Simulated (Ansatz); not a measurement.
# C2H10SSi2: the cost of one run

Method: RKS B3LYP/6-31G, in Ansatz 0.2.0.

## 1. Starting point

Bond lengths: C1–Si2 1.791 Å, Si2–Si3 2.286 Å, Si3–C4 1.864 Å, C4–S5 1.783 Å, C1–H6 1.155 Å, C1–H7 1.106 Å, C1–H8 1.057 Å, Si2–H9 1.462 Å, Si2–H10 1.480 Å, Si3–H11 1.513 Å, Si3–H12 1.528 Å, C4–H13 1.213 Å, C4–H14 1.068 Å, S5–H15 1.331 Å. Angles (14 of 25 angles, heavy atoms first): C1–Si2–Si3 108.1°, Si2–Si3–C4 112.5°, Si3–C4–S5 112.0°, C1–Si2–H9 110.5°, C1–Si2–H10 109.3°, Si3–Si2–H9 108.3°, Si3–Si2–H10 109.9°, Si2–C1–H6 112.8°, Si2–C1–H7 111.9°, Si2–C1–H8 114.9°, Si2–Si3–H11 109.1°, Si2–Si3–H12 112.2°, C4–Si3–H11 109.4°, C4–Si3–H12 107.9°.

Structure file:

```xyz
15

C    -2.0711   -0.5314   -0.3406
Si   -0.4611   -1.0987   -0.8820
Si    1.0639   -0.5477    0.7295
C     1.2503    1.2954    0.9364
S     2.0759    2.0425   -0.4567
H    -2.1238    0.6154   -0.2179
H    -2.8527   -0.7253   -1.0984
H    -2.3933   -0.9261    0.5853
H    -0.0747   -0.4335   -2.1247
H    -0.4953   -2.5672   -1.0614
H     0.6374   -1.1598    2.0460
H     2.4460   -1.1291    0.4377
H     0.1318    1.7605    0.9906
H     1.6843    1.5513    1.8781
H     1.1606    1.8028   -1.3924
```

## 2. Relaxing end A

Contents of input.yaml:

```yaml
crystal:
  periodic: [false, false, false]
  atoms:
    - { symbol: C, position_ang: [-2.0711, -0.5314, -0.3406] }
    - { symbol: Si, position_ang: [-0.4611, -1.0987, -0.882] }
    - { symbol: Si, position_ang: [1.0639, -0.5477, 0.7295] }
    - { symbol: C, position_ang: [1.2503, 1.2954, 0.9364] }
    - { symbol: S, position_ang: [2.0759, 2.0425, -0.4567] }
    - { symbol: H, position_ang: [-2.1238, 0.6154, -0.2179] }
    - { symbol: H, position_ang: [-2.8527, -0.7253, -1.0984] }
    - { symbol: H, position_ang: [-2.3933, -0.9261, 0.5853] }
    - { symbol: H, position_ang: [-0.0747, -0.4335, -2.1247] }
    - { symbol: H, position_ang: [-0.4953, -2.5672, -1.0614] }
    - { symbol: H, position_ang: [0.6374, -1.1598, 2.046] }
    - { symbol: H, position_ang: [2.446, -1.1291, 0.4377] }
    - { symbol: H, position_ang: [0.1318, 1.7605, 0.9906] }
    - { symbol: H, position_ang: [1.6843, 1.5513, 1.8781] }
    - { symbol: H, position_ang: [1.1606, 1.8028, -1.3924] }
basis:
  gaussian: { orbitals: "6-31G" }
hamiltonian:
  xc: b3lyp
relax:
  f_tol: 0.015
  max_steps: 40
```

Started as:

```sh
$ ansatz run input.yaml --threads 1 --pin off --max-ram 2048MiB --backend cpu --events-out ev --progress --plain --runs-dir out
```

Q: Estimate wall time and peak memory on 1 thread of Intel Xeon Platinum 8559C (Emerald Rapids), shared host.

About 48 s, with a peak of 0.22 GiB.
